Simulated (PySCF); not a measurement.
# RhF3: one geometry, several methods

How much do the numbers for RhF3 (singlet) hang on the method? All levels run at one geometry, the PBE0 minimum.

Computed with PySCF 2.14.0. Level: several methods, basis Rh def2-TZVP with ECP28, F def2-TZVP, scalar-relativistic core potentials, no spin–orbit coupling, density fitting.

## 1. The starting structure

4 atoms, charge 0, spin multiplicity 1.

Bond lengths: Rh1–F2 1.817 Å, Rh1–F3 1.817 Å, Rh1–F4 1.817 Å. Angles: F2–Rh1–F3 111.8°, F2–Rh1–F4 111.8°, F3–Rh1–F4 111.8°.

```xyz
4
charge 0 multiplicity 1
Rh    0.0000    0.0000   -0.1895
F     1.7366    0.0000    0.3436
F    -0.8683    1.5039    0.3436
F    -0.8683   -1.5039    0.3436
```

## 2. PBE0

One driver script runs all steps and calls PySCF; scf.py shows the equivalent input of each level. Each SCF starts from the density of the minimum. The driver also runs the species with one electron less or more at the same geometry (one less: multiplicity 2, one more: multiplicity 2); their logs are not shown.

The input, scf.py:

```python
from pyscf import gto, scf, dft
mol = gto.M(atom='''
Rh     0.000000     0.000000    -0.189501
F      1.736573    -0.000006     0.343567
F     -0.868282     1.503919     0.343567
F     -0.868291    -1.503914     0.343567''',
    basis={'Rh': 'def2-TZVP', 'F': 'def2-TZVP'},
    ecp={'Rh': 'def2-TZVP'},
    charge=0, spin=0)
mf = dft.RKS(mol, xc='PBE0')
mf.grids.atom_grid = (99, 590)
aux = {'Rh': 'def2-universal-JKFIT', 'F': 'def2-universal-JKFIT'}
mf = mf.density_fit(auxbasis=aux)
mf.kernel()
```

## 3. HF

scf.py, as its differences from that of step 2:

```diff
@@ -10,2 +10 @@
-mf = dft.RKS(mol, xc='PBE0')
-mf.grids.atom_grid = (99, 590)
+mf = scf.RHF(mol)
```

## 4. PBE

scf.py, as its differences from that of step 3:

```diff
@@ -10 +10,2 @@
-mf = scf.RHF(mol)
+mf = dft.RKS(mol, xc='PBE')
+mf.grids.atom_grid = (99, 590)
```

## 5. r2SCAN

scf.py, as its differences from that of step 4:

```diff
@@ -10 +10 @@
-mf = dft.RKS(mol, xc='PBE')
+mf = dft.RKS(mol, xc='R2SCAN')
```

## 6. B3LYP

scf.py, as its differences from that of step 5:

```diff
@@ -10 +10 @@
-mf = dft.RKS(mol, xc='R2SCAN')
+mf = dft.RKS(mol, xc='B3LYP')
```

## 7. TPSSh

scf.py, as its differences from that of step 6:

```diff
@@ -10 +10 @@
-mf = dft.RKS(mol, xc='B3LYP')
+mf = dft.RKS(mol, xc='TPSSH')
```

## 8. CAM-B3LYP

scf.py, as its differences from that of step 7:

```diff
@@ -10 +10 @@
-mf = dft.RKS(mol, xc='TPSSH')
+mf = dft.RKS(mol, xc='CAMB3LYP')
```

## 9. B97-3

scf.py, as its differences from that of step 8:

```diff
@@ -10 +10 @@
-mf = dft.RKS(mol, xc='CAMB3LYP')
+mf = dft.RKS(mol, xc='HYB_GGA_XC_B97_3')
```

(Steps that only read results are left out.)

Before running it: what results should come out? Wanted: atomisation energy, range; vertical ionisation energy, range; vertical electron affinity, range; orbital gap, range.

As calculated:

| quantity | value |
| --- | --- |
| atomisation energy, range | 319 (HF) to 1148 (PBE) kJ/mol |
| vertical ionisation energy, range | 10.91 (PBE) to 12.03 (HF) eV |
| vertical electron affinity, range | 2.09 (PBE) to 2.97 (HF) eV |
| orbital gap, range | 1.11 (PBE) to 14.23 (HF) eV |

In words: The atomisation energy spreads over 829 kJ/mol, from HF to PBE; without a CCSD(T) value for it there is no yardstick here. Spin contamination is strong in at least one of the open-shell species at PBE0, HF, r2SCAN, TPSSh. Without diffuse functions electron affinities tend to come out too low.
